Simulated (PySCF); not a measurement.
**A gas-phase reaction: CH3BF2 + H2O → BF2HO + CH4**

What reaction energy should one expect for `CB(F)F` + `O` → `OB(F)F` + `C`?

Programs: PySCF 2.14.0. All values are calculated, for the isolated system unless a continuum is named. Atoms count from 0, parts from 1.

### 1 The system as given

Each species was relaxed by itself at PBE0-D3(BJ)/def2-SVPD.

### 2 Reaction energy: wB97M-D3(BJ)/def2-TZVPD

The job: settings as JSON, then the geometry in Å.

```
{"job": {"kind": "react", "xc": "wB97M-D3(BJ)", "basis": "def2-TZVPD"}, "charge": 0, "multiplicity": 1}
-1 CH3BF2 charge 0 multiplicity 1
C      0.579230    -0.135130     0.298460
B     -0.714200     0.187860    -0.500180
F     -1.755620    -0.635660    -0.522040
F     -0.863440     1.316260    -1.184280
H      1.462060     0.357970    -0.128660
H      0.754690    -1.216430     0.373740
H      0.461590     0.244000     1.327420

-1 H2O charge 0 multiplicity 1
O     -0.001240     0.389380    -0.003440
H     -0.762260    -0.197130     0.001860
H      0.763530    -0.192220     0.001570

+1 BF2HO charge 0 multiplicity 1
O     -0.487050    -0.574810     0.667370
B      0.369380     0.094280    -0.119600
F      1.669780    -0.077750     0.036730
F     -0.043360     0.940040    -1.062310
H     -1.412690    -0.389690     0.488500

+1 CH4 charge 0 multiplicity 1
C     -0.002340     0.000920     0.001680
H      0.920840    -0.538340    -0.243940
H      0.073600     1.036260    -0.352840
H     -0.150190    -0.003470     1.088650
H     -0.853590    -0.490790    -0.485120
```

Level: wB97M-D3(BJ)/def2-TZVPD reaction energy of separated species, gas phase.

Launch:

```
$ OMP_NUM_THREADS=1 python cluster_run.py task.json out
```

One launch serves the whole session: the jobs run in the order shown.

What it wrote:

```text
species 1 (CH3BF2)
coarse grid: 28376 points
cycle   1  E = -264.6707775586  dE =  3.803e-01  |g| = 6.577e-01  |ddm| = 1.848e+00
cycle   2  E = -264.6789736307  dE = -8.196e-03  |g| = 7.251e-01  |ddm| = 7.043e-01
cycle   3  E = -264.7475760944  dE = -6.860e-02  |g| = 3.725e-02  |ddm| = 2.912e-01
cycle   4  E = -264.7479165997  dE = -3.405e-04  |g| = 1.653e-02  |ddm| = 4.390e-02
cycle   5  E = -264.7479860237  dE = -6.942e-05  |g| = 3.788e-03  |ddm| = 1.770e-02
cycle   6  E = -264.7479899990  dE = -3.975e-06  |g| = 7.523e-04  |ddm| = 3.953e-03
final grid: 61744 points
cycle   7  E = -264.7479398168  dE = -2.735e-07  |g| = 4.356e-04  |ddm| = 3.496e-03
cycle   8  E = -264.7479398454  dE = -2.854e-08  |g| = 3.453e-04  |ddm| = 6.139e-04
cycle   9  E = -264.7479398628  dE = -1.746e-08  |g| = 5.790e-05  |ddm| = 1.765e-04
cycle  10  E = -264.7479398639  dE = -1.085e-09  |g| = 2.685e-05  |ddm| = 8.680e-05
cycle  11  E = -264.7479398641  dE = -2.365e-10  |g| = 4.927e-06  |ddm| = 3.866e-05
converged SCF energy = -264.7479398641

species 2 (H2O)
coarse grid: 10128 points
cycle   1  E = -76.4117499318  dE = -7.453e-02  |g| = 5.872e-01  |ddm| = 8.994e-01
cycle   2  E = -76.4087428636  dE =  3.007e-03  |g| = 6.461e-01  |ddm| = 5.038e-01
cycle   3  E = -76.4759334368  dE = -6.719e-02  |g| = 2.731e-02  |ddm| = 2.374e-01
cycle   4  E = -76.4760586396  dE = -1.252e-04  |g| = 5.497e-03  |ddm| = 1.609e-02
cycle   5  E = -76.4760673164  dE = -8.677e-06  |g| = 8.214e-04  |ddm| = 5.831e-03
final grid: 21952 points
cycle   6  E = -76.4760630048  dE = -1.975e-07  |g| = 5.842e-04  |ddm| = 1.373e-03
cycle   7  E = -76.4760630116  dE = -6.840e-09  |g| = 6.465e-04  |ddm| = 6.469e-04
cycle   8  E = -76.4760630752  dE = -6.362e-08  |g| = 3.198e-05  |ddm| = 2.235e-04
cycle   9  E = -76.4760630760  dE = -8.222e-10  |g| = 4.134e-06  |ddm| = 1.105e-04
converged SCF energy = -76.4760630760

species 3 (BF2HO)
coarse grid: 23432 points
cycle   1  E = -300.6157405244  dE =  5.227e-01  |g| = 8.294e-01  |ddm| = 1.640e+00
cycle   2  E = -300.6352327328  dE = -1.949e-02  |g| = 8.533e-01  |ddm| = 8.456e-01
cycle   3  E = -300.7365081288  dE = -1.013e-01  |g| = 3.848e-02  |ddm| = 3.925e-01
cycle   4  E = -300.7368498491  dE = -3.417e-04  |g| = 1.463e-02  |ddm| = 4.330e-02
cycle   5  E = -300.7368906372  dE = -4.079e-05  |g| = 7.909e-03  |ddm| = 1.387e-02
cycle   6  E = -300.7369002348  dE = -9.598e-06  |g| = 1.571e-03  |ddm| = 3.969e-03
final grid: 51000 points
cycle   7  E = -300.7368130258  dE = -2.936e-07  |g| = 1.614e-03  |ddm| = 2.513e-03
cycle   8  E = -300.7368129535  dE =  7.224e-08  |g| = 1.851e-03  |ddm| = 1.288e-03
cycle   9  E = -300.7368134234  dE = -4.699e-07  |g| = 6.174e-05  |ddm| = 7.632e-04
cycle  10  E = -300.7368134260  dE = -2.559e-09  |g| = 2.654e-05  |ddm| = 1.405e-04
cycle  11  E = -300.7368134263  dE = -2.632e-10  |g| = 6.561e-06  |ddm| = 5.395e-05
converged SCF energy = -300.7368134263

species 4 (CH4)
coarse grid: 15072 points
cycle   1  E = -40.5278891546  dE = -1.934e-01  |g| = 1.334e-01  |ddm| = 1.251e+00
cycle   2  E = -40.5303018045  dE = -2.413e-03  |g| = 8.952e-02  |ddm| = 1.943e-01
cycle   3  E = -40.5321668384  dE = -1.865e-03  |g| = 5.682e-03  |ddm| = 4.934e-02
cycle   4  E = -40.5321765595  dE = -9.721e-06  |g| = 3.950e-04  |ddm| = 1.278e-02
final grid: 32696 points
cycle   5  E = -40.5321635148  dE = -1.039e-07  |g| = 1.004e-04  |ddm| = 2.995e-03
cycle   6  E = -40.5321635218  dE = -7.006e-09  |g| = 3.319e-05  |ddm| = 8.015e-04
cycle   7  E = -40.5321635224  dE = -6.054e-10  |g| = 1.726e-05  |ddm| = 2.388e-04
converged SCF energy = -40.5321635224

Reaction energy = -27.915 kcal/mol
```

Run time: 20 s. Hardware: 1 thread of Arm Neoverse V2, shared host; peak memory 0.58 GiB.

Species by species (with the dispersion term, which the log's SCF energies lack):

| ν | species | energy (Eh) | HOMO (eV) |
| --- | --- | --- | --- |
| -1 | CB(F)F | -264.75289 | -12.77 |
| -1 | O | -76.47682 | -11.72 |
| +1 | OB(F)F | -300.73964 | -13.38 |
| +1 | C | -40.53455 | -13.46 |

### 3 Energies of the species: PBE0-D3(BJ)/def2-TZVPD

The job, as its differences from that of step 2:

```diff
@@ -1,2 +1,2 @@
-{"job": {"kind": "react", "xc": "wB97M-D3(BJ)", "basis": "def2-TZVPD"}, "charge": 0, "multiplicity": 1}
+{"job": {"kind": "react", "xc": "PBE0", "basis": "def2-TZVPD", "disp": "d3bj"}, "charge": 0, "multiplicity": 1}
 -1 CH3BF2 charge 0 multiplicity 1
```

Method: PBE0-D3(BJ)/def2-TZVPD reaction energy of separated species, gas phase.

What it wrote:

```text
species 1 (CH3BF2)
coarse grid: 6208 points
cycle   1  E = -264.3507620227  dE =  2.929e-01  |g| = 6.599e-01  |ddm| = 1.960e+00
cycle   2  E = -264.2970019748  dE =  5.376e-02  |g| = 9.269e-01  |ddm| = 7.917e-01
cycle   3  E = -264.4219483149  dE = -1.249e-01  |g| = 6.379e-02  |ddm| = 3.954e-01
cycle   4  E = -264.4227567684  dE = -8.085e-04  |g| = 2.091e-02  |ddm| = 4.729e-02
cycle   5  E = -264.4228527372  dE = -9.597e-05  |g| = 1.440e-03  |ddm| = 1.452e-02
cycle   6  E = -264.4228531192  dE = -3.820e-07  |g| = 1.936e-04  |ddm| = 1.664e-03
final grid: 61744 points
cycle   7  E = -264.4221767378  dE = -1.006e-04  |g| = 6.356e-03  |ddm| = 9.893e-02
cycle   8  E = -264.4221750882  dE =  1.650e-06  |g| = 7.059e-03  |ddm| = 7.220e-03
cycle   9  E = -264.4221838369  dE = -8.749e-06  |g| = 5.677e-04  |ddm| = 3.536e-03
cycle  10  E = -264.4221838674  dE = -3.043e-08  |g| = 3.195e-04  |ddm| = 4.464e-04
cycle  11  E = -264.4221838868  dE = -1.943e-08  |g| = 2.504e-05  |ddm| = 1.704e-04
cycle  12  E = -264.4221838869  dE = -1.134e-10  |g| = 5.067e-06  |ddm| = 2.405e-05
converged SCF energy = -264.4221838869

species 2 (H2O)
coarse grid: 2328 points
cycle   1  E = -76.3044308454  dE = -5.299e-03  |g| = 6.571e-01  |ddm| = 9.011e-01
cycle   2  E = -76.1882118738  dE =  1.162e-01  |g| = 1.036e+00  |ddm| = 7.256e-01
cycle   3  E = -76.3820304087  dE = -1.938e-01  |g| = 3.132e-02  |ddm| = 4.396e-01
cycle   4  E = -76.3822127111  dE = -1.823e-04  |g| = 5.864e-03  |ddm| = 1.606e-02
cycle   5  E = -76.3822178500  dE = -5.139e-06  |g| = 7.850e-04  |ddm| = 2.507e-03
final grid: 21952 points
cycle   6  E = -76.3808944250  dE = -1.510e-05  |g| = 3.449e-03  |ddm| = 9.314e-03
cycle   7  E = -76.3808924579  dE =  1.967e-06  |g| = 4.754e-03  |ddm| = 3.322e-03
cycle   8  E = -76.3808961766  dE = -3.719e-06  |g| = 2.518e-04  |ddm| = 1.965e-03
cycle   9  E = -76.3808961872  dE = -1.061e-08  |g| = 2.399e-05  |ddm| = 1.101e-04
cycle  10  E = -76.3808961873  dE = -1.119e-10  |g| = 3.293e-06  |ddm| = 1.516e-05
converged SCF energy = -76.3808961873

species 3 (BF2HO)
coarse grid: 4968 points
cycle   1  E = -300.2571359759  dE =  5.058e-01  |g| = 8.427e-01  |ddm| = 1.698e+00
cycle   2  E = -300.1547081246  dE =  1.024e-01  |g| = 1.182e+00  |ddm| = 1.067e+00
cycle   3  E = -300.3697611121  dE = -2.151e-01  |g| = 5.335e-02  |ddm| = 6.530e-01
cycle   4  E = -300.3700229408  dE = -2.618e-04  |g| = 4.108e-02  |ddm| = 4.633e-02
cycle   5  E = -300.3702704670  dE = -2.475e-04  |g| = 4.314e-03  |ddm| = 2.053e-02
cycle   6  E = -300.3702734691  dE = -3.002e-06  |g| = 7.785e-04  |ddm| = 2.992e-03
final grid: 51000 points
cycle   7  E = -300.3733052643  dE = -1.101e-04  |g| = 6.733e-03  |ddm| = 6.821e-02
cycle   8  E = -300.3732967388  dE =  8.526e-06  |g| = 9.881e-03  |ddm| = 7.767e-03
cycle   9  E = -300.3733115606  dE = -1.482e-05  |g| = 4.556e-04  |ddm| = 4.757e-03
cycle  10  E = -300.3733115881  dE = -2.752e-08  |g| = 2.291e-04  |ddm| = 3.689e-04
cycle  11  E = -300.3733115953  dE = -7.228e-09  |g| = 4.307e-05  |ddm| = 1.178e-04
cycle  12  E = -300.3733115956  dE = -2.722e-10  |g| = 8.899e-06  |ddm| = 2.602e-05
converged SCF energy = -300.3733115956

species 4 (CH4)
coarse grid: 3568 points
cycle   1  E = -40.4581534260  dE = -2.007e-01  |g| = 2.715e-01  |ddm| = 1.399e+00
cycle   2  E = -40.4545074702  dE =  3.646e-03  |g| = 2.993e-01  |ddm| = 3.085e-01
cycle   3  E = -40.4773198581  dE = -2.281e-02  |g| = 2.107e-03  |ddm| = 1.504e-01
cycle   4  E = -40.4773206808  dE = -8.227e-07  |g| = 2.134e-04  |ddm| = 2.636e-03
final grid: 32696 points
cycle   5  E = -40.4741147054  dE = -1.432e-05  |g| = 4.495e-03  |ddm| = 5.612e-02
cycle   6  E = -40.4741136756  dE =  1.030e-06  |g| = 4.914e-03  |ddm| = 5.891e-03
cycle   7  E = -40.4741195420  dE = -5.866e-06  |g| = 3.399e-05  |ddm| = 2.489e-03
cycle   8  E = -40.4741195424  dE = -3.684e-10  |g| = 7.066e-06  |ddm| = 9.219e-05
converged SCF energy = -40.4741195424

Reaction energy = -27.552 kcal/mol
```

Wall time 8.7 s (1 thread of Arm Neoverse V2, shared host); peak memory 0.55 GiB.

Reaction energy at this level: -27.55 kcal/mol.

### 4 Reaction energy: MP2/def2-TZVPD

The job, as its differences from that of step 3:

```diff
@@ -1,2 +1,2 @@
-{"job": {"kind": "react", "xc": "PBE0", "basis": "def2-TZVPD", "disp": "d3bj"}, "charge": 0, "multiplicity": 1}
+{"job": {"kind": "react", "xc": "MP2", "basis": "def2-TZVPD"}, "charge": 0, "multiplicity": 1}
 -1 CH3BF2 charge 0 multiplicity 1
```

Level: MP2/def2-TZVPD reaction energy of separated species, gas phase.

What it wrote:

```text
species 1 (CH3BF2)
final grid: 61744 points
cycle   1  E = -263.3566258407  dE =  3.970e-01  |g| = 6.154e-01  |ddm| = 1.750e+00
cycle   2  E = -263.4162785781  dE = -5.965e-02  |g| = 3.571e-01  |ddm| = 5.426e-01
cycle   3  E = -263.4338841453  dE = -1.761e-02  |g| = 4.772e-02  |ddm| = 1.775e-01
cycle   4  E = -263.4346391377  dE = -7.550e-04  |g| = 9.759e-03  |ddm| = 6.433e-02
cycle   5  E = -263.4346782699  dE = -3.913e-05  |g| = 2.188e-03  |ddm| = 1.223e-02
cycle   6  E = -263.4346811046  dE = -2.835e-06  |g| = 4.711e-04  |ddm| = 6.236e-03
cycle   7  E = -263.4346812309  dE = -1.263e-07  |g| = 1.000e-04  |ddm| = 1.387e-03
cycle   8  E = -263.4346812360  dE = -5.109e-09  |g| = 2.679e-05  |ddm| = 2.160e-04
cycle   9  E = -263.4346812363  dE = -2.489e-10  |g| = 5.932e-06  |ddm| = 3.570e-05
converged SCF energy = -263.4346812363

species 2 (H2O)
final grid: 21952 points
cycle   1  E = -76.0248948353  dE = -1.467e-01  |g| = 4.364e-01  |ddm| = 8.776e-01
cycle   2  E = -76.0503808716  dE = -2.549e-02  |g| = 2.594e-01  |ddm| = 2.972e-01
cycle   3  E = -76.0608898405  dE = -1.051e-02  |g| = 2.594e-02  |ddm| = 1.025e-01
cycle   4  E = -76.0610471984  dE = -1.574e-04  |g| = 5.694e-03  |ddm| = 1.523e-02
cycle   5  E = -76.0610615658  dE = -1.437e-05  |g| = 1.176e-03  |ddm| = 5.302e-03
cycle   6  E = -76.0610624555  dE = -8.897e-07  |g| = 2.235e-04  |ddm| = 1.658e-03
cycle   7  E = -76.0610624922  dE = -3.670e-08  |g| = 3.304e-05  |ddm| = 3.733e-04
cycle   8  E = -76.0610624928  dE = -6.652e-10  |g| = 4.159e-06  |ddm| = 3.886e-05
converged SCF energy = -76.0610624928

species 3 (BF2HO)
final grid: 51000 points
cycle   1  E = -299.2441428711  dE =  4.865e-01  |g| = 7.028e-01  |ddm| = 1.562e+00
cycle   2  E = -299.3145674157  dE = -7.042e-02  |g| = 3.751e-01  |ddm| = 5.285e-01
cycle   3  E = -299.3340299841  dE = -1.946e-02  |g| = 4.576e-02  |ddm| = 1.838e-01
cycle   4  E = -299.3345459593  dE = -5.160e-04  |g| = 9.457e-03  |ddm| = 4.615e-02
cycle   5  E = -299.3345769960  dE = -3.104e-05  |g| = 2.082e-03  |ddm| = 1.320e-02
cycle   6  E = -299.3345790961  dE = -2.100e-06  |g| = 7.987e-04  |ddm| = 3.557e-03
cycle   7  E = -299.3345793014  dE = -2.053e-07  |g| = 2.836e-04  |ddm| = 1.080e-03
cycle   8  E = -299.3345793292  dE = -2.778e-08  |g| = 7.029e-05  |ddm| = 3.445e-04
cycle   9  E = -299.3345793316  dE = -2.331e-09  |g| = 1.548e-05  |ddm| = 1.155e-04
cycle  10  E = -299.3345793317  dE = -1.483e-10  |g| = 4.422e-06  |ddm| = 3.046e-05
converged SCF energy = -299.3345793317

species 4 (CH4)
final grid: 32696 points
cycle   1  E = -40.2047131541  dE = -1.974e-01  |g| = 1.529e-01  |ddm| = 1.221e+00
cycle   2  E = -40.2121417827  dE = -7.429e-03  |g| = 3.682e-02  |ddm| = 2.041e-01
cycle   3  E = -40.2127047426  dE = -5.630e-04  |g| = 6.405e-03  |ddm| = 3.827e-02
cycle   4  E = -40.2127178442  dE = -1.310e-05  |g| = 1.642e-03  |ddm| = 1.100e-02
cycle   5  E = -40.2127193701  dE = -1.526e-06  |g| = 2.165e-04  |ddm| = 6.917e-03
cycle   6  E = -40.2127194033  dE = -3.320e-08  |g| = 2.839e-05  |ddm| = 1.798e-03
cycle   7  E = -40.2127194037  dE = -4.269e-10  |g| = 1.324e-06  |ddm| = 7.251e-05
converged SCF energy = -40.2127194037

Reaction energy = -28.634 kcal/mol
```

Run time: 3.4 s. Hardware: 1 thread of Arm Neoverse V2, shared host; peak memory 0.39 GiB.

Reaction energy at this level: -28.63 kcal/mol.

### 5 Side by side

Energies in kcal/mol, with wall time:

| run | reaction | time |
| --- | --- | --- |
| wB97M-D3(BJ)/def2-TZVPD | -27.92 | 20 s |
| PBE0-D3(BJ)/def2-TZVPD | -27.55 | 8.7 s |
| MP2/def2-TZVPD | -28.63 | 3.4 s |

### 6 Summary of results

| quantity | value |
| --- | --- |
| reaction energy (wB97M-D3(BJ)/def2-TZVPD) | -27.92 kcal/mol |
| ΔH, ΔG at 298 K (xTB thermal terms) | -26.8, -25.2 kcal/mol |
| range of the reaction energy over the runs of this table | -28.63 to -27.55 kcal/mol |

In words: The reaction is exothermic by 26.8 kcal/mol in the gas phase; dispersion gives +0.31, and xTB itself gave -36.51 for the electronic energy (xTB energies and thermal terms come from the earlier relaxation of each species, not shown). No barrier was sought. The reaction energy runs from -28.63 (MP2/def2-TZVPD) to -27.55 kcal/mol (PBE0-D3(BJ)/def2-TZVPD).
